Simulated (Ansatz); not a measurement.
Born–Oppenheimer molecular dynamics of a periodic cell of 24 atoms, LiBH₄ (host LiBH4, host structure Ama2). It goes on from the last frame of an earlier run, with new velocities.

The calculation used DFT r2SCAN-D3(BJ), scalar-relativistic, plane waves, PAW (Ansatz). Settings: accuracy low, cutoff 500 eV, k mesh 2x2x2, fermi-dirac smearing 0.05 eV, no spin polarisation.

* ensemble: NVT, Nosé–Hoover chain
* time step: 0.5 fs
* steps asked: 120
* set temperature: 800 K
* thermostat: time constant 50 fs, chain length 1
* seed: 684580

Frames 0.5 fs apart, positions in Å.

Velocities at 50.0 fs (Å/ps):

```
Li 17.59 -11.10 2.01
Li -4.29 12.08 -9.15
B -10.79 -4.11 -14.81
B 0.29 13.09 -1.06
H 24.59 10.78 -9.19
H 27.13 -20.76 22.24
H 10.80 12.74 -12.69
H 24.61 7.00 20.50
H -23.79 20.03 -12.31
H -8.86 -11.69 5.54
H -8.18 -12.82 20.99
H 1.06 27.95 12.25
Li 3.71 -9.52 -8.87
Li 10.70 -0.94 13.12
B -3.28 -0.17 4.71
B -5.90 -5.80 9.80
H -17.91 23.97 0.90
H 17.68 -9.49 -21.17
H 10.84 -16.06 41.72
H -8.69 -7.58 2.22
H 49.32 2.34 -19.67
H -45.31 -36.15 -5.99
H -10.71 27.93 2.99
H -22.33 14.86 -13.78
```

```xyz
24
Lattice="0.0000 0.0000 5.3977 6.5784 -2.7066 2.6989 6.5784 2.7066 2.6989" Properties=species:S:1:pos:R:3 time_fs=50.0 energy_less_start_eV=0.983 T=610
Li 0.193 0.096 0.311
Li 3.183 0.255 5.006
B 8.520 -1.328 3.936
B 5.109 -1.233 6.784
H 8.643 -0.987 5.216
H 4.614 -1.814 2.252
H 7.143 1.657 5.880
H 5.958 1.533 3.965
H 2.483 -1.145 3.281
H 4.241 0.826 3.540
H 1.861 0.153 1.300
H 5.559 -0.228 7.136
Li 6.604 -0.214 5.486
Li 9.707 0.099 5.545
B 8.114 1.203 6.562
B 4.770 1.508 4.389
H 8.135 1.461 7.771
H 4.910 0.941 5.339
H 7.374 -0.756 3.567
H 5.714 -2.030 6.114
H 9.511 -0.909 8.699
H 10.652 1.577 8.919
H 7.907 0.075 6.508
H 10.814 -0.100 7.367
24
Lattice="0.0000 0.0000 5.3977 6.5784 -2.7066 2.6989 6.5784 2.7066 2.6989" Properties=species:S:1:pos:R:3 time_fs=50.5 energy_less_start_eV=1.030 T=596
Li 0.202 0.090 0.312
Li 3.181 0.260 5.001
B 8.514 -1.330 3.929
B 5.109 -1.226 6.783
H 8.654 -0.983 5.209
H 4.628 -1.826 2.265
H 7.149 1.664 5.875
H 5.969 1.537 3.975
H 2.472 -1.134 3.275
H 4.236 0.820 3.542
H 1.857 0.147 1.310
H 5.560 -0.213 7.143
Li 6.606 -0.219 5.481
Li 9.713 0.098 5.551
B 8.113 1.203 6.564
B 4.767 1.506 4.394
H 8.126 1.473 7.771
H 4.919 0.934 5.331
H 7.381 -0.765 3.588
H 5.711 -2.034 6.115
H 9.535 -0.908 8.690
H 10.629 1.559 8.915
H 7.902 0.087 6.510
H 10.804 -0.093 7.359
24
Lattice="0.0000 0.0000 5.3977 6.5784 -2.7066 2.6989 6.5784 2.7066 2.6989" Properties=species:S:1:pos:R:3 time_fs=51.0 energy_less_start_eV=1.046 T=593
Li 0.211 0.085 0.313
Li 3.179 0.266 4.997
B 8.509 -1.332 3.922
B 5.109 -1.220 6.782
H 8.664 -0.983 5.196
H 4.643 -1.839 2.281
H 7.158 1.671 5.872
H 5.979 1.541 3.986
H 2.464 -1.122 3.268
H 4.230 0.815 3.545
H 1.853 0.142 1.320
H 5.563 -0.196 7.150
Li 6.607 -0.223 5.477
Li 9.719 0.098 5.558
B 8.110 1.203 6.566
B 4.765 1.504 4.398
H 8.117 1.486 7.770
H 4.927 0.925 5.328
H 7.391 -0.775 3.610
H 5.709 -2.036 6.117
H 9.555 -0.908 8.683
H 10.605 1.543 8.910
H 7.899 0.095 6.514
H 10.794 -0.089 7.350
24
Lattice="0.0000 0.0000 5.3977 6.5784 -2.7066 2.6989 6.5784 2.7066 2.6989" Properties=species:S:1:pos:R:3 time_fs=51.5 energy_less_start_eV=1.030 T=601
Li 0.219 0.079 0.314
Li 3.176 0.272 4.992
B 8.504 -1.333 3.916
B 5.109 -1.214 6.781
H 8.672 -0.986 5.179
H 4.660 -1.853 2.301
H 7.167 1.677 5.871
H 5.987 1.546 3.997
H 2.457 -1.109 3.261
H 4.223 0.809 3.547
H 1.849 0.139 1.329
H 5.566 -0.178 7.157
Li 6.609 -0.228 5.472
Li 9.725 0.097 5.564
B 8.107 1.204 6.569
B 4.762 1.502 4.402
H 8.108 1.499 7.767
H 4.936 0.913 5.332
H 7.404 -0.787 3.631
H 5.708 -2.038 6.118
H 9.570 -0.908 8.677
H 10.581 1.529 8.903
H 7.897 0.099 6.519
H 10.787 -0.087 7.339
24
Lattice="0.0000 0.0000 5.3977 6.5784 -2.7066 2.6989 6.5784 2.7066 2.6989" Properties=species:S:1:pos:R:3 time_fs=52.0 energy_less_start_eV=0.994 T=615
Li 0.228 0.074 0.315
Li 3.174 0.277 4.988
B 8.498 -1.335 3.909
B 5.108 -1.208 6.780
H 8.678 -0.992 5.157
H 4.678 -1.867 2.322
H 7.178 1.684 5.873
H 5.992 1.552 4.008
H 2.452 -1.095 3.254
H 4.215 0.804 3.550
H 1.845 0.137 1.337
H 5.569 -0.160 7.164
Li 6.610 -0.233 5.467
Li 9.732 0.097 5.571
B 8.104 1.206 6.571
B 4.760 1.500 4.404
H 8.099 1.512 7.763
H 4.944 0.899 5.340
H 7.417 -0.800 3.651
H 5.710 -2.038 6.119
H 9.582 -0.909 8.674
H 10.557 1.516 8.896
H 7.897 0.097 6.525
H 10.781 -0.087 7.327
24
Lattice="0.0000 0.0000 5.3977 6.5784 -2.7066 2.6989 6.5784 2.7066 2.6989" Properties=species:S:1:pos:R:3 time_fs=52.5 energy_less_start_eV=0.951 T=632
Li 0.236 0.068 0.315
Li 3.172 0.282 4.984
B 8.493 -1.336 3.904
B 5.106 -1.203 6.780
H 8.682 -1.001 5.131
H 4.699 -1.881 2.345
H 7.190 1.691 5.877
H 5.994 1.558 4.019
H 2.449 -1.080 3.247
H 4.208 0.800 3.553
H 1.842 0.137 1.345
H 5.573 -0.143 7.170
Li 6.612 -0.237 5.463
Li 9.739 0.096 5.578
B 8.101 1.208 6.574
B 4.758 1.499 4.406
H 8.090 1.526 7.758
H 4.951 0.882 5.353
H 7.431 -0.813 3.671
H 5.713 -2.037 6.120
H 9.588 -0.912 8.672
H 10.536 1.504 8.888
H 7.898 0.091 6.532
H 10.777 -0.090 7.314
24
Lattice="0.0000 0.0000 5.3977 6.5784 -2.7066 2.6989 6.5784 2.7066 2.6989" Properties=species:S:1:pos:R:3 time_fs=53.0 energy_less_start_eV=0.918 T=646
Li 0.244 0.062 0.315
Li 3.169 0.286 4.980
B 8.488 -1.337 3.898
B 5.104 -1.197 6.779
H 8.685 -1.013 5.102
H 4.722 -1.894 2.367
H 7.203 1.698 5.883
H 5.994 1.564 4.030
H 2.448 -1.065 3.241
H 4.200 0.797 3.555
H 1.839 0.138 1.352
H 5.577 -0.126 7.176
Li 6.613 -0.242 5.457
Li 9.746 0.096 5.584
B 8.097 1.211 6.576
B 4.757 1.499 4.408
H 8.082 1.540 7.753
H 4.957 0.865 5.369
H 7.445 -0.826 3.688
H 5.717 -2.034 6.121
H 9.588 -0.915 8.673
H 10.517 1.494 8.882
H 7.901 0.081 6.540
H 10.774 -0.096 7.300
24
Lattice="0.0000 0.0000 5.3977 6.5784 -2.7066 2.6989 6.5784 2.7066 2.6989" Properties=species:S:1:pos:R:3 time_fs=53.5 energy_less_start_eV=0.908 T=652
Li 0.252 0.057 0.315
Li 3.167 0.290 4.976
B 8.484 -1.338 3.893
B 5.102 -1.192 6.778
H 8.687 -1.027 5.070
H 4.747 -1.906 2.390
H 7.216 1.705 5.890
H 5.990 1.571 4.041
H 2.447 -1.049 3.236
H 4.192 0.794 3.558
H 1.836 0.141 1.357
H 5.579 -0.112 7.180
Li 6.614 -0.246 5.452
Li 9.754 0.095 5.591
B 8.093 1.214 6.579
B 4.756 1.498 4.409
H 8.073 1.553 7.746
H 4.962 0.847 5.388
H 7.458 -0.838 3.704
H 5.722 -2.029 6.122
H 9.584 -0.920 8.676
H 10.501 1.485 8.876
H 7.905 0.067 6.550
H 10.773 -0.104 7.286
24
Lattice="0.0000 0.0000 5.3977 6.5784 -2.7066 2.6989 6.5784 2.7066 2.6989" Properties=species:S:1:pos:R:3 time_fs=54.0 energy_less_start_eV=0.923 T=650
Li 0.259 0.051 0.315
Li 3.164 0.294 4.972
B 8.481 -1.339 3.888
B 5.099 -1.188 6.778
H 8.688 -1.042 5.037
H 4.774 -1.917 2.411
H 7.228 1.712 5.899
H 5.985 1.578 4.052
H 2.448 -1.034 3.231
H 4.184 0.792 3.562
H 1.833 0.145 1.362
H 5.581 -0.099 7.183
Li 6.616 -0.251 5.447
Li 9.762 0.095 5.598
B 8.089 1.218 6.581
B 4.755 1.498 4.410
H 8.066 1.567 7.739
H 4.966 0.829 5.407
H 7.467 -0.849 3.717
H 5.729 -2.022 6.123
H 9.574 -0.925 8.680
H 10.487 1.478 8.872
H 7.911 0.051 6.560
H 10.774 -0.114 7.271
```

Of the whole run (60 fs, mean temperature of the second half 664 K): The conserved energy stayed within 0.26 meV per atom of its start (net change 0.085 meV per atom), so the integration is sound. The mean temperature of the second half is 17 % below the set value. A run of 0.06 ps of so small a system gives no equilibrium averages. Limits of this set-up: coarse k mesh, low accuracy level.

The run took 20 min on 1 thread of Arm Neoverse V1, on a shared host, peak memory 0.82 GiB.
